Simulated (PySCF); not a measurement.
**[Y(BH4)2]+: other functionals and bases at one geometry**

An exercise on one series of results from a longer session: the logs are not shown, and one member is left open.

The runs use PySCF 2.14.0; several levels, as the steps say, no spin–orbit coupling.

1 further run of the same task is left out (for a known fault of the program).

### Starting geometry

11 atoms, charge 1, spin multiplicity 1.

Bond lengths: Y1–B2 2.343 Å, Y1–H4 2.122 Å, Y1–H5 2.200 Å, Y1–H6 2.122 Å, Y1–B7 2.343 Å, Y1–H9 2.122 Å, Y1–H10 2.201 Å, Y1–H11 2.122 Å, B2–H3 1.197 Å, B2–H4 1.273 Å, B2–H5 1.263 Å, B2–H6 1.274 Å, B7–H8 1.197 Å, B7–H9 1.273 Å, B7–H10 1.263 Å, B7–H11 1.274 Å. Angles: B2–Y1–H4 32.7°, B2–Y1–H5 32.1°, B2–Y1–H6 32.7°, B2–Y1–B7 120.7°, B2–Y1–H9 99.7°, B2–Y1–H10 152.6°, B2–Y1–H11 103.3°, H4–Y1–H5 55.2°, H4–Y1–H6 55.9°, H4–Y1–B7 99.7°, H4–Y1–H9 94.3°, H4–Y1–H10 128.8°, H4–Y1–H11 73.8°, H5–Y1–H6 55.2°, H5–Y1–B7 152.6°, H5–Y1–H9 128.8°, H5–Y1–H10 175.3°, H5–Y1–H11 128.4° and more.

Geometry (Å):

```xyz
11
B2H8Y
Y     0.0000   -0.0001   -0.3811
B     2.0358   -0.0313    0.7786
H     3.0338   -0.0400    1.4387
H     1.2189   -0.9658    1.0625
H     2.1953   -0.1216   -0.4709
H     1.3251    1.0151    0.9292
B    -2.0358    0.0314    0.7785
H    -3.0337    0.0401    1.4388
H    -1.2188    0.9657    1.0625
H    -2.1953    0.1217   -0.4709
H    -1.3252   -1.0152    0.9291
```

Formal oxidation states: Y +3. An earlier session relaxed this geometry at PBE0, Y def2-SVP with ECP28, B def2-SVP, H def2-SVP (singlet, point group C2).

At PBE0 on the finer grid: E = -92.459202 Eh, HOMO -14.12 eV, LUMO -7.77 eV, Mulliken charge on Y1 +1.10 e, largest force component 0.006 eV/Å. 

Levels to run: TPSSh; PBE; PBE0, TZVP. Hardware: 2 threads of Arm Neoverse V1, shared host.

Set-up of the first run:

Input file run.py (the lines that set the calculation):

```python
mol = gto.M(atom='''
Y      0.00001    -0.00009    -0.38111
B      2.03583    -0.03134     0.77858
H      3.03381    -0.04002     1.43871
H      1.21893    -0.96580     1.06252
H      2.19525    -0.12165    -0.47092
H      1.32509     1.01511     0.92919
B     -2.03584     0.03137     0.77853
H     -3.03373     0.04015     1.43879
H     -1.21880     0.96571     1.06247
H     -2.19534     0.12174    -0.47095
H     -1.32521    -1.01518     0.92909''',
    basis={'Y': 'def2-SVP', 'B': 'def2-SVP', 'H': 'def2-SVP'},
    ecp={'Y': 'def2-SVP'},
    charge=1, spin=0)
mf = dft.RKS(mol, xc='TPSSH')
mf.grids.atom_grid = (75, 302)
mf = mf.density_fit()  # fitting sets: Y def2-universal-JKFIT, B def2-universal-JKFIT, H def2-universal-JKFIT
mf.conv_tol = 1e-08; mf.max_cycle = 55
mf.kernel(dm0)  # dm0: the density of the relaxed state
```

Run with:

```bash
OMP_NUM_THREADS=2 python run.py
```

Steps of the session up to this table: TPSSh; PBE; PBE0, TZVP.

One of the session's tables, all rows but one given; the rest of the session is left out.

| level | HOMO (eV) | gap (eV) | charge on Y1 (e) | dipole (D) | largest force component (eV/Å) |
| --- | --- | --- | --- | --- | --- |
| PBE0 (relaxed here) | -14.12 | 6.35 | 1.10 | 4.45 | 0.01 |
| TPSSh | -13.49 | 5.41 | 1.12 | 4.46 | 0.23 |
| PBE | ? | ? | ? | ? | ? |
| PBE0, TZVP | -14.15 | 6.41 | 0.99 | 4.36 | 0.28 |

Q: Estimate the row for PBE from the others.

The run gave: HOMO (eV): -12.71; gap (eV): 4.08; charge on Y1 (e): 0.94; dipole (D): 4.13; largest force component (eV/Å): 0.26. In the column «HOMO (eV)» it is the highest.

The dipole of a charged species depends on the origin, so these sizes hold for this origin alone.

In one basis the HOMO–LUMO gap runs from 4.08 eV (PBE) to 6.35 eV (PBE0). The largest leftover force, 0.28 eV/Å with PBE0, TZVP, stands at a geometry relaxed at another level. Total energies of different levels can't be compared.
